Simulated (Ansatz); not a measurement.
# LuHfO: one candidate of a structure search, part 1 of 2

Aim: relax a trial structure of LuHfO and see where it ends.

Method: DFT PBE, scalar-relativistic, plane waves, PAW, in Ansatz 0.2.0.

### Step 1. The structure to begin with

The structure is tetragonal, space group P4/mmm (No. 123). Conventional cell: a = 3.614 Å, b = 3.614 Å, c = 3.681 Å, α = 90.00°, β = 90.00°, γ = 90.00°. Lu (site symmetry 4/mmm) has 4 O at 2.56 Å in its first shell of neighbours. Around Hf (site symmetry 4/mmm) lie 2 O at 1.84 Å. O (site symmetry 4/mmm) has 2 Hf at 1.84 Å and 4 Lu at 2.56 Å in its first shell of neighbours.

Structure file:

```
CELL_PARAMETERS angstrom
3.61411 0.00000 0.00000
0.00000 3.61411 0.00000
0.00000 0.00000 3.68112
ATOMIC_POSITIONS crystal
Lu 0.00000 0.00000 0.00000
Hf 0.50000 0.50000 0.50000
O 0.50000 0.50000 0.00000
```

A structure generator made this guess: species swapped into a database cell of DyCoC (P4/mmm, No. 123), with Lu on the Dy sites, Hf on the Co sites and O on the C sites. Lengths come from tabulated atomic sizes and are only a guess.

### Step 2. A first look at the guess

Input file input.yaml:

```yaml
crystal:
  lattice:
    - [3.61410661, 0.0, 0.0]
    - [0.0, 3.61410661, 0.0]
    - [0.0, 0.0, 3.68112026]
  atoms:
    - { symbol: Lu, position: [0.0, 0.0, 0.0] }
    - { symbol: Hf, position: [0.5, 0.5, 0.5] }
    - { symbol: O, position: [0.5, 0.5, 0.0] }
basis:
  ecutwfc: 420
kpoints:
  mp_grid: { grid: [6, 6, 6] }
hamiltonian:
  xc: pbe
scf:
  occupations: { method: gaussian, width: 0.1 }
  lower_state_search: "off"
output:
  forces: true
  stress: true
  eigenvalues: true
```

The run is started by

```bash
ansatz run input.yaml --threads 1 --pin off --max-ram 2560MiB --backend cpu --events-out ev --progress --plain --runs-dir out
```

The program printed (excerpt; [...] marks lines left out):

```text
Warning: RAYON_NUM_THREADS=1 ignored (pool sized by the plan → 1); use --threads N
[...]
Pseudopotentials: kind: paw
Pseudopotential: Lu, paw, valence charge 25, recommended cutoff 420 eV (normal), Lu.paw.azcp
Pseudopotential: Hf, paw, valence charge 26, recommended cutoff 420 eV (normal), Hf.paw.azcp
Pseudopotential: O, paw, valence charge 6, recommended cutoff 420 eV (normal), O.paw.azcp
Functional definition: PBE
[...]
Crystal: 3 atoms, lattice volume = 48.082 Å³
Basis set: ecut = 420 eV, 933 PW (Γ), exchange–correlation on 50×50×50 points (8 copies of the dense FFT grid, shifted against one another)
Bands: 35, of which v1, the nominal top of the filled ones, is band 29 counted from 1 (28 counted from 0)
Symmetry: 16 space group operations
Space group: P4/mmm (ITA 123), of the structure as read, at distance tolerance 3.6e-5 Å
k-points: 40 of 216
[...]
SCF iter   1: F=—  HF=-31021.890012 eV  |F-HF|=—  |Δ(HF+E_count)|=         —  Δρ=1.41e-2  dr2=1.42e-1  ethr=1.77e-3  ⟨swp⟩=5.4  Hψ=6415  notcnv=0
[...]
SCF iter  10: F=-31021.847536 eV  HF=-31021.847536 eV  |F-HF|=1.44e-8  |Δ(HF+E_count)|=   1.51e-8  Δρ=4.07e-6  dr2=6.03e-9  ethr=1.22e-10  ⟨swp⟩=5.6  Hψ=6282  notcnv=0
[...]
SCF converged after 10 iterations
Free energy (F): -31021.847536 eV
[...]
E sigma→0 (E₀):  -31021.841654 eV
Entropy (-TS):   -0.011764 eV (-3.921 meV/atom)
Fermi energy:    19.820629 eV
[...]
--- Forces (eV/Å), atoms counted from 1 ---
  atom   1  Lu    -0.00000000     0.00000000     0.00000000
  atom   2  Hf     0.00000000    -0.00000000     0.00000000
  atom   3  O      0.00000000     0.00000000     0.00000000
[...]
--- Stress (GPa, compression-positive) ---
        4.770084       0.000000       0.000000
        0.000000       4.770084       0.000000
        0.000000       0.000000     100.917976
  P = ⅓ Tr σ = 36.8194 GPa (368.194 kbar)
--- Band table (eV; the first three rows and the last of 40) ---
[...]
```

Run time: 4.9 s. Hardware: 1 thread of Intel Xeon at 2.70GHz, shared host; peak memory 0.4 GiB.

From the probe: pressure 36.8 GPa, largest force 0.00 eV/Å, gap on this mesh none (metal). A cheap, loose relaxation comes first.

### Step 3. Rough relaxation on the coarse mesh

input.yaml, as its differences from that of step 2:

```diff
@@ -22 +22,6 @@
   eigenvalues: true
+relax:
+  adjacent_minimum: "off"
+  f_tol: 0.04
+  max_steps: 70
+  cell: { stress_tol: 0.4 }
```

The run is started by

```bash
ansatz run input.yaml --threads 1 --pin off --max-ram 2560MiB --backend cpu --events-out ev --progress --plain --runs-dir out
```

The program printed:

```text
Warning: RAYON_NUM_THREADS=1 ignored (pool sized by the plan → 1); use --threads N
Engine: ansatz 0.2.0, x86_64-unknown-linux-gnu
[... 5 set-up lines as earlier in the session ...]
  parameter kappa = 0.804
  parameter beta = 0.06672455060314922
  exchange = pbe_x(kappa = kappa, mu = beta*pi^2/3)
  correlation = pbe_c(beta = beta)
Crystal: 3 atoms, lattice volume = 48.082 Å³
Basis set: ecut = 420 eV, 933 PW (Γ), exchange–correlation on 50×50×50 points (8 copies of the dense FFT grid, shifted against one another)
Bands: 35, of which v1, the nominal top of the filled ones, is band 29 counted from 1 (28 counted from 0)
[... 2 set-up lines as earlier in the session ...]
k-points: 40 of 216
Non-local potential: Lu, projectors of the file, l = 0: 3, l = 1: 2, l = 2: 2, l = 3: 3
Non-local potential: Hf, projectors of the file, l = 0: 3, l = 1: 2, l = 2: 2, l = 3: 3
Non-local potential: O, projectors of the file, l = 0: 2, l = 1: 2, l = 2: 1
PAW form: soft (Blöchl's): semilocal exchange-correlation on the pseudo side does not see the compensation charge
PAW one-centre angular grid: Lu, 590 points (default); XC on 64 Gauss nodes
PAW one-centre angular grid: Hf, 590 points (default); XC on 64 Gauss nodes
PAW one-centre angular grid: O, 110 points (default); XC on 64 Gauss nodes
Initial density: superposition of atomic densities (neutral atoms: chi_scale 0, normalization atom), corrected by the library's trained network
Initial wavefunctions: pseudopotential atomic-orbital guess
Functional: x = pbe(κ = 0.804, μ = 0.2195149727645171), c = pbe(β = 0.06672455060314922)
SCF iter   1: F=—  HF=-31021.890012 eV  |F-HF|=—  |Δ(HF+E_count)|=         —  Δρ=1.41e-2  dr2=1.42e-1  ethr=1.77e-3  ⟨swp⟩=5.4  Hψ=6415  notcnv=0
preconditioner: auto → Kerker (q_TF=auto, 2.807 Å⁻¹)  [metal: Δε(μ)=0.040 eV  Ē_g=15.901 eV  σ=0.100 eV  W_gap=0.22  n_scr=18 (ndim 8)  ℏωp=39.0 eV  f_vac=0.000  D(μ)=2.24/eV (n_scr^D=18)]
SCF iter   2: F=—  HF=-31021.858901 eV  |F-HF|=—  |Δ(HF+E_count)|=   3.11e-2  Δρ=6.13e-3  dr2=3.24e-2  ethr=2.48e-4  ⟨swp⟩=2.5  Hψ=2779  notcnv=0  defer=31
SCF iter   3: F=—  HF=-31021.851201 eV  |F-HF|=—  |Δ(HF+E_count)|=   7.70e-3  Δρ=3.18e-3  dr2=1.02e-2  ethr=5.69e-5  ⟨swp⟩=2.1  Hψ=2113  notcnv=0  defer=31
SCF iter   4: F=—  HF=-31021.849664 eV  |F-HF|=—  |Δ(HF+E_count)|=   1.54e-3  Δρ=2.05e-3  dr2=2.27e-3  ethr=1.79e-5  ⟨swp⟩=2.0  Hψ=2492  notcnv=0  defer=31
SCF iter   5: F=—  HF=-31021.848107 eV  |F-HF|=—  |Δ(HF+E_count)|=   1.56e-3  Δρ=9.32e-4  dr2=3.24e-4  ethr=3.98e-6  ⟨swp⟩=3.0  Hψ=3354  notcnv=0  defer=49
SCF iter   6: F=—  HF=-31021.848047 eV  |F-HF|=—  |Δ(HF+E_count)|=   5.99e-5  Δρ=3.28e-4  dr2=4.65e-5  ethr=5.69e-7  ⟨swp⟩=2.0  Hψ=2467  notcnv=0  defer=49
SCF iter   7: F=—  HF=-31021.847534 eV  |F-HF|=—  |Δ(HF+E_count)|=   5.13e-4  Δρ=1.02e-4  dr2=3.74e-6  ethr=8.15e-8  ⟨swp⟩=2.9  Hψ=2805  notcnv=0  defer=49
SCF iter   8: F=—  HF=-31021.847536 eV  |F-HF|=—  |Δ(HF+E_count)|=   2.22e-6  Δρ=6.83e-5  dr2=1.21e-6  ethr=6.56e-9  ⟨swp⟩=3.0  Hψ=3022  notcnv=0  defer=49
SCF iter   9: F=—  HF=-31021.847536 eV  |F-HF|=—  |Δ(HF+E_count)|=   1.64e-7  Δρ=1.40e-5  dr2=6.94e-8  ethr=1.75e-10  ⟨swp⟩=11.6  Hψ=9785  notcnv=0
SCF iter  10: F=-31021.847536 eV  HF=-31021.847536 eV  |F-HF|=1.44e-8  |Δ(HF+E_count)|=   1.51e-8  Δρ=4.07e-6  dr2=6.03e-9  ethr=1.22e-10  ⟨swp⟩=5.6  Hψ=6282  notcnv=0
SCF 1 converged in 10 iterations: F = -31021.847536 eV  dr2 = 6.03e-9
relax step   1: F+E_penalty+E_count = -31021.84753575 eV  Δ(F+E_penalty+E_count) = +0.000e0 eV  max|allowed force component| = 5.890e-29 eV/Å  Δτ_max = 0.0000 Å  P = +36.819 GPa  Ω = 48.082 Å³  (10 SCF iters, dr2 threshold 1.00e-7 eV, accepted)
Crystal: 3 atoms, lattice volume = 50.777 Å³
Basis set: ecut = 420 eV, 965 PW (Γ), exchange–correlation on 50×50×50 points (8 copies of the dense FFT grid, shifted against one another)
Initial density: handed on by an earlier stage of this run
Initial wavefunctions: those handed on with the density
iter 1 solved again at ethr=1.14e-4 eV; its pass at ethr=3.10e-3 eV (dr2=6.52e-2 eV) is discarded
SCF iter   1: F=—  HF=-31022.956308 eV  |F-HF|=—  |Δ(HF+E_count)|=         —  Δρ=1.22e-2  dr2=6.51e-2  ethr=1.14e-4  ⟨swp⟩=2.0  Hψ=10031  notcnv=0
preconditioner: auto → Kerker (q_TF=auto, 2.781 Å⁻¹)  [metal: Δε(μ)=0.066 eV  Ē_g=15.829 eV  σ=0.100 eV  W_gap=0.35  n_scr=18 (ndim 8)  ℏωp=37.9 eV  f_vac=0.000  D(μ)=2.11/eV (n_scr^D=18)]
SCF iter   2: F=—  HF=-31022.943306 eV  |F-HF|=—  |Δ(HF+E_count)|=   1.30e-2  Δρ=4.90e-3  dr2=1.70e-2  ethr=1.14e-4  ⟨swp⟩=2.2  Hψ=2400  notcnv=0
SCF iter   3: F=—  HF=-31022.939888 eV  |F-HF|=—  |Δ(HF+E_count)|=   3.42e-3  Δρ=2.55e-3  dr2=4.79e-3  ethr=2.98e-5  ⟨swp⟩=2.0  Hψ=2046  notcnv=0
SCF iter   4: F=—  HF=-31022.938626 eV  |F-HF|=—  |Δ(HF+E_count)|=   1.26e-3  Δρ=1.25e-3  dr2=8.45e-4  ethr=8.40e-6  ⟨swp⟩=3.0  Hψ=3218  notcnv=0
SCF iter   5: F=—  HF=-31022.938212 eV  |F-HF|=—  |Δ(HF+E_count)|=   4.14e-4  Δρ=5.33e-4  dr2=1.90e-4  ethr=1.48e-6  ⟨swp⟩=3.0  Hψ=2992  notcnv=0
SCF iter   6: F=—  HF=-31022.937669 eV  |F-HF|=—  |Δ(HF+E_count)|=   5.43e-4  Δρ=2.11e-4  dr2=3.36e-5  ethr=3.34e-7  ⟨swp⟩=2.7  Hψ=2656  notcnv=0
SCF iter   7: F=—  HF=-31022.937660 eV  |F-HF|=—  |Δ(HF+E_count)|=   9.14e-6  Δρ=9.47e-5  dr2=4.75e-6  ethr=5.89e-8  ⟨swp⟩=3.1  Hψ=3119  notcnv=0
SCF iter   8: F=—  HF=-31022.937653 eV  |F-HF|=—  |Δ(HF+E_count)|=   6.96e-6  Δρ=5.59e-5  dr2=1.10e-6  ethr=8.33e-9  ⟨swp⟩=3.2  Hψ=3436  notcnv=0
SCF iter   9: F=-31022.937653 eV  HF=-31022.937653 eV  |F-HF|=1.58e-7  |Δ(HF+E_count)|=   3.91e-8  Δρ=1.57e-5  dr2=1.45e-7  ethr=5.26e-10  ⟨swp⟩=12.2  Hψ=9403  notcnv=0
SCF 2 converged in 9 iterations: F = -31022.937653 eV  dr2 = 1.45e-7
relax step   2: F+E_penalty+E_count = -31022.93765327 eV  Δ(F+E_penalty+E_count) = -1.090e0 eV  max|allowed force component| = 1.420e-29 eV/Å  Δτ_max = 0.0000 Å  P = +16.245 GPa  Ω = 50.777 Å³  energy of the carried Pulay correction = -5.387e-3 eV  (9 SCF iters, dr2 threshold 3.00e-7 eV, accepted)
Crystal: 3 atoms, lattice volume = 51.108 Å³
Basis set: ecut = 420 eV, 977 PW (Γ), exchange–correlation on 50×50×50 points (8 copies of the dense FFT grid, shifted against one another)
iter 1 solved again at ethr=9.04e-5 eV; its pass at ethr=3.10e-3 eV (dr2=5.15e-2 eV) is discarded
SCF iter   1: F=—  HF=-31023.509745 eV  |F-HF|=—  |Δ(HF+E_count)|=         —  Δρ=1.03e-2  dr2=5.04e-2  ethr=9.04e-5  ⟨swp⟩=2.2  Hψ=10557  notcnv=0
preconditioner: auto → Kerker (q_TF=auto, 2.778 Å⁻¹)  [metal: Δε(μ)=0.060 eV  Ē_g=15.846 eV  σ=0.100 eV  W_gap=0.32  n_scr=18 (ndim 8)  ℏωp=37.8 eV  f_vac=0.000  D(μ)=2.86/eV (n_scr^D=28)]
SCF iter   2: F=—  HF=-31023.500244 eV  |F-HF|=—  |Δ(HF+E_count)|=   9.50e-3  Δρ=4.48e-3  dr2=1.30e-2  ethr=8.84e-5  ⟨swp⟩=2.0  Hψ=2283  notcnv=0
SCF iter   3: F=—  HF=-31023.497701 eV  |F-HF|=—  |Δ(HF+E_count)|=   2.54e-3  Δρ=2.03e-3  dr2=2.94e-3  ethr=2.28e-5  ⟨swp⟩=2.1  Hψ=2017  notcnv=0
SCF iter   4: F=—  HF=-31023.497350 eV  |F-HF|=—  |Δ(HF+E_count)|=   3.51e-4  Δρ=9.45e-4  dr2=4.10e-4  ethr=5.16e-6  ⟨swp⟩=3.0  Hψ=3426  notcnv=0
SCF iter   5: F=—  HF=-31023.497101 eV  |F-HF|=—  |Δ(HF+E_count)|=   2.49e-4  Δρ=4.57e-4  dr2=1.21e-4  ethr=7.19e-7  ⟨swp⟩=3.2  Hψ=3418  notcnv=0
SCF iter   6: F=—  HF=-31023.496518 eV  |F-HF|=—  |Δ(HF+E_count)|=   5.83e-4  Δρ=1.62e-4  dr2=2.40e-5  ethr=2.13e-7  ⟨swp⟩=3.1  Hψ=3347  notcnv=0
SCF iter   7: F=—  HF=-31023.496510 eV  |F-HF|=—  |Δ(HF+E_count)|=   7.25e-6  Δρ=8.23e-5  dr2=3.30e-6  ethr=4.22e-8  ⟨swp⟩=2.5  Hψ=2737  notcnv=0
SCF iter   8: F=—  HF=-31023.496509 eV  |F-HF|=—  |Δ(HF+E_count)|=   1.49e-6  Δρ=4.16e-5  dr2=7.21e-7  ethr=5.78e-9  ⟨swp⟩=3.2  Hψ=3586  notcnv=0
SCF iter   9: F=-31023.496509 eV  HF=-31023.496509 eV  |F-HF|=7.76e-8  |Δ(HF+E_count)|=   6.15e-8  Δρ=1.59e-5  dr2=1.21e-7  ethr=5.26e-10  ⟨swp⟩=12.8  Hψ=9452  notcnv=0
the search or the solves at the SCF's close seem to have found levels that the self-consistency loop had missed (the run counts 1). By its estimate they hold under 1e-12 electrons; where the run keeps them, the occupations were computed again with them
SCF 3 converged in 9 iterations: F = -31023.496509 eV  dr2 = 1.21e-7
relax step   3: F+E_penalty+E_count = -31023.49650881 eV  Δ(F+E_penalty+E_count) = -5.589e-1 eV  max|allowed force component| = 1.152e-28 eV/Å  Δτ_max = 0.0000 Å  P = +6.109 GPa  Ω = 51.108 Å³  energy of the carried Pulay correction = -6.087e-3 eV  (9 SCF iters, dr2 threshold 3.00e-7 eV, accepted)
[... 13 lines left out ...]
relax step   4: F+E_penalty+E_count = -31023.73584773 eV  Δ(F+E_penalty+E_count) = -2.393e-1 eV  max|allowed force component| = 2.163e-28 eV/Å  Δτ_max = 0.0000 Å  P = +7.556 GPa  Ω = 48.117 Å³  energy of the carried Pulay correction = -2.600e-4 eV  (8 SCF iters, dr2 threshold 3.00e-7 eV, accepted)
[... 15 lines left out ...]
relax step   5: F+E_penalty+E_count = -31023.77997315 eV  Δ(F+E_penalty+E_count) = -4.413e-2 eV  max|allowed force component| = 1.567e-28 eV/Å  Δτ_max = 0.0000 Å  P = -3.080 GPa  Ω = 50.963 Å³  energy of the carried Pulay correction = -5.938e-3 eV  (9 SCF iters, dr2 threshold 3.00e-7 eV, accepted)
[... 13 lines left out ...]
relax step   6: F+E_penalty+E_count = -31023.79642188 eV  Δ(F+E_penalty+E_count) = -1.645e-2 eV  max|allowed force component| = 3.366e-29 eV/Å  Δτ_max = 0.0000 Å  P = +0.266 GPa  Ω = 49.986 Å³  energy of the carried Pulay correction = -4.024e-3 eV  (8 SCF iters, dr2 threshold 3.00e-7 eV, accepted)
[... 14 lines left out ...]
relax step   7: F+E_penalty+E_count = -31023.84676205 eV  Δ(F+E_penalty+E_count) = -5.034e-2 eV  max|allowed force component| = 9.782e-29 eV/Å  Δτ_max = 0.0000 Å  P = +1.349 GPa  Ω = 49.986 Å³  stress off target by 3.30e0 GPa  SCF on the basis re-selected at this cell (its energy is not comparable with the rows above)  (9 SCF iters)
[... 13 lines left out ...]
relax step   8: F+E_penalty+E_count = -31023.85125117 eV  Δ(F+E_penalty+E_count) = -4.489e-3 eV  max|allowed force component| = 1.841e-29 eV/Å  Δτ_max = 0.0000 Å  P = +0.174 GPa  Ω = 50.269 Å³  energy of the carried Pulay correction = -6.782e-4 eV  (7 SCF iters, dr2 threshold 3.00e-7 eV, accepted)
[... 8 lines left out ...]
relax step   9: F+E_penalty+E_count = -31023.85129093 eV  Δ(F+E_penalty+E_count) = -3.976e-5 eV  max|allowed force component| = 3.681e-30 eV/Å  Δτ_max = 0.0000 Å  P = +0.016 GPa  Ω = 50.302 Å³  energy of the carried Pulay correction = -7.691e-4 eV  (4 SCF iters, dr2 threshold 3.00e-7 eV, accepted)
iter 1 solved again at ethr=7.15e-7 eV; its pass at ethr=3.10e-3 eV (dr2=4.08e-4 eV) is discarded
SCF iter   1: F=—  HF=-31023.852040 eV  |F-HF|=—  |Δ(HF+E_count)|=         —  Δρ=1.08e-4  dr2=6.13e-7  ethr=7.15e-7  ⟨swp⟩=4.0  Hψ=10664  notcnv=0
eigensolver tolerance schedule: the retry pair's looser diagonalisation over-reported the residual by 663.87 of it (diagonalisation noise at 0.18 of the residual, at the tolerance the schedule requests for it); recorded, not acted on — ethr = c·dr2/N_el stays at c = 1.0e-1
preconditioner: auto → Resta (q_TF=auto, 2.786 Å⁻¹)  ε∞=6.7  [insulator: Δε(μ)=0.117 eV  Ē_g=15.931 eV  σ=0.100 eV  W_gap=0.50  n_scr=18 (ndim 8)  ℏωp=38.1 eV  f_vac=0.000  D(μ)=1.17/eV (n_scr^D=6)  ε∞_Penn≈6.7]
SCF iter   2: F=—  HF=-31023.852137 eV  |F-HF|=—  |Δ(HF+E_count)|=   9.69e-5  Δρ=5.82e-5  dr2=2.02e-7  ethr=1.08e-9  ⟨swp⟩=4.2  Hψ=3984  notcnv=0
SCF iter   3: F=—  HF=-31023.852140 eV  |F-HF|=—  |Δ(HF+E_count)|=   2.37e-6  Δρ=2.94e-5  dr2=7.84e-8  ethr=3.55e-10  ⟨swp⟩=2.9  Hψ=2751  notcnv=0
SCF iter   4: F=—  HF=-31023.852140 eV  |F-HF|=—  |Δ(HF+E_count)|=   6.62e-7  Δρ=4.11e-6  dr2=7.09e-9  ethr=1.38e-10  ⟨swp⟩=2.4  Hψ=2621  notcnv=0
SCF iter   5: F=—  HF=-31023.852140 eV  |F-HF|=—  |Δ(HF+E_count)|=   6.04e-9  Δρ=2.80e-6  dr2=2.07e-9  ethr=3.37e-12  ⟨swp⟩=10.2  Hψ=8971  notcnv=0
SCF iter   6: F=-31023.852140 eV  HF=-31023.852140 eV  |F-HF|=8.73e-10  |Δ(HF+E_count)|=   4.63e-9  Δρ=1.31e-6  dr2=6.71e-10  ethr=3.37e-12  ⟨swp⟩=5.4  Hψ=6079  notcnv=0
SCF 10 converged in 6 iterations: F = -31023.852140 eV  dr2 = 6.71e-10
relax step  10: F+E_penalty+E_count = -31023.85214019 eV  Δ(F+E_penalty+E_count) = -8.493e-4 eV  max|allowed force component| = 6.837e-30 eV/Å  Δτ_max = 0.0000 Å  P = +0.025 GPa  Ω = 50.302 Å³  stress off target by 8.21e-2 GPa  SCF on the basis re-selected at this cell (its energy is not comparable with the rows above)  (6 SCF iters)
basis re-selected at this cell: Δ(F+E_penalty+E_count) = -8.493e-4 eV, ΔP = +0.009 GPa vs the last step (what re-selecting the basis moved, of the pressure what is left beyond the Pulay correction that the steps carried, after the strain that the cell walked since its last selection, with what the two solves' SCF thresholds leave and, on support functions, any second-order correction that the steps lacked; it is no measure of the basis error at this ecutwfc). This SCF's stress stands 8.21e-2 GPa from its target on what of the cell is left free (relax.cell.stress_tol is 4.00e-1 GPa) and its largest allowed force component is 6.84e-30 eV/Å (relax.f_tol is 4.00e-2 eV/Å): within both
SCF converged after 6 iterations
Free energy (F): -31023.852140 eV
Harris-Foulkes:  -31023.852140 eV  (|F-HF|=8.73e-10)
Internal energy: -31023.846296 eV  (E = F + TS)
E sigma→0 (E₀):  -31023.849218 eV
Entropy (-TS):   -0.005844 eV (-1.948 meV/atom)
Fermi energy:    18.754754 eV
--- Per-component energies (eV) ---
  E_band       = 156.924086
  E_kinetic    = 1021.615737
  E_local      = -11503.394177  (includes V_loc(G=0)·N_el)
  E_nonlocal   = -620.957639
  E_hartree    = 5070.060086
  E_xc         = -593.812715
  E_vxc        = -621.176003  (∫ρ·V_xc dr)
  E_paw        = -14459.213194  (= ΣΔE_a)
  E_vpaw       = 1740.713499  (= ΣTr[D̂ρ^β])
  E_aug_tail   = 0.002486  (compensation charges beyond the density's cutoff)
  E_ewald      = -9938.146879
  E_smearing   = -0.005844  (= −TS)
  E_closure    = -0.000000  (closes the sum)
  Σ components = -31023.852140   (vs F -31023.852140, Δ=0.00e0)
--- Forces (eV/Å), atoms counted from 1 ---
  atom   1  Lu    -0.00000000    -0.00000000     0.00000000
  atom   2  Hf     0.00000000     0.00000000     0.00000000
  atom   3  O      0.00000000     0.00000000     0.00000000
  max |Σ_I F_I| component: 7.89e-30 eV/Å
--- Stress (GPa, compression-positive) ---
       -0.003728       0.000000       0.000000
        0.000000      -0.003728       0.000000
        0.000000       0.000000       0.082066
  P = ⅓ Tr σ = 0.0249 GPa (0.249 kbar)
--- Band table (eV; the first three rows and the last of 40) ---
  k-point 0: bands = ["-43.3727", "-37.4792", "-12.3659", "-11.8585", "-11.8585", "-8.1898", "-8.1898", "-8.0540", "-2.3693", "6.6088", "6.6573", "6.6573", "6.6782", "6.6831", "6.7346", "6.7346", "12.7124", "12.7124", "12.8752", "13.3406", "13.7283", "13.7727", "13.7967", "13.7967", "13.9496", "14.3140", "14.3140", "16.5522", "19.6583", "19.6583", "20.7202", "20.9075", "21.7821", "23.0393", "23.7926"]
  k-point 1: bands = ["-43.3725", "-37.4793", "-12.3895", "-11.8566", "-11.8566", "-8.1922", "-8.1922", "-8.0702", "-2.2206", "6.6203", "6.6600", "6.6600", "6.6781", "6.6827", "6.7345", "6.7345", "12.2115", "12.6560", "12.6560", "13.6686", "13.7218", "13.7714", "13.7969", "13.7969", "13.9973", "14.2806", "14.2806", "16.7427", "20.0027", "20.0027", "20.2495", "20.4984", "21.9237", "22.6062", "24.2875"]
  k-point 2: bands = ["-43.3723", "-37.4794", "-12.4358", "-11.8527", "-11.8527", "-8.1969", "-8.1969", "-8.1013", "-1.9121", "6.6512", "6.6653", "6.6653", "6.6778", "6.6817", "6.7343", "6.7343", "11.1727", "12.5446", "12.5446", "13.7097", "13.7688", "13.7974", "13.7974", "13.8055", "14.2262", "14.2262", "14.5810", "17.2959", "19.2257", "19.2729", "20.8824", "20.8824", "22.3231", "22.3624", "23.3940"]
  k-point 39: bands = ["-43.3565", "-37.4504", "-12.4106", "-12.0440", "-12.0440", "-8.5248", "-8.5248", "-8.0326", "-1.6172", "6.6594", "6.6594", "6.6668", "6.6941", "6.7051", "6.7299", "6.7299", "11.0468", "12.1967", "12.1967", "13.7052", "13.7052", "13.7925", "13.8028", "13.8190", "13.8190", "13.8569", "17.5190", "18.2751", "18.2751", "20.5644", "20.5644", "22.2565", "23.2358", "24.2003", "25.1715"]
--- Relaxed structure (8 steps of the walk, 8 accepted, 2 SCFs on fresh bases) ---
  F+E_penalty+E_count = -31023.85214019 eV   max|allowed force component| = 6.837e-30 eV/Å   (the final SCF, on the basis selected at the relaxed cell)
  cell:  # Å, volume = 50.3020 Å³
    - [3.3911513216976927, 4.4983025871580995e-33, 0.0]
    - [4.4983025871580995e-33, 3.3911513216976927, 0.0]
    - [0.0, 0.0, 4.374122074723581]
  atoms:
    - { symbol: Lu, position: [-3.3735649326774848e-34, 2.531759301588695e-35, 0.0] }
    - { symbol: Hf, position: [0.5, 0.5, 0.5] }
    - { symbol: O, position: [0.5, 0.5, 0.0] }
```

Wall time 60 s (1 thread of Intel Xeon at 2.70GHz, shared host); peak memory 0.43 GiB.

Step by step:

```csv
step,energy from step 1 (eV/cell),largest force component (eV/Å),pressure (GPa),volume (Å³)
1,0.0000,0.0000,36.82,48.08
2,-1.0901,0.0000,16.25,50.78
3,-1.6490,0.0000,6.11,51.11
4,-1.8883,0.0000,7.56,48.12
5,-1.9324,0.0000,-3.08,50.96
6,-1.9489,0.0000,0.27,49.99
7,-1.9992,0.0000,1.35,49.99
8,-2.0037,0.0000,0.17,50.27
9,-2.0038,0.0000,0.02,50.30
10,-2.0046,0.0000,0.02,50.30
```

Step 1 is the start. Steps 7, 10 each repeat the geometry before them on a plane-wave basis chosen anew, so the energy can jump there without any move.

|  | before | after | change |
| --- | --- | --- | --- |
| a (Å) | 3.614 | 3.391 | -6.2 % |
| b (Å) | 3.614 | 3.391 | -6.2 % |
| c (Å) | 3.681 | 4.374 | +18.8 % |
| volume (Å³/atom) | 16.03 | 16.77 | +4.6 % |
| shortest distance (Å) | 1.841 | 2.187 | +18.8 % |
| space group (0.01 Å) | P4/mmm | P4/mmm | same |

Forces and stress were held to the start's 16 operations: a distortion of lower symmetry was not tested.

(Continued in part 2 of 2.)
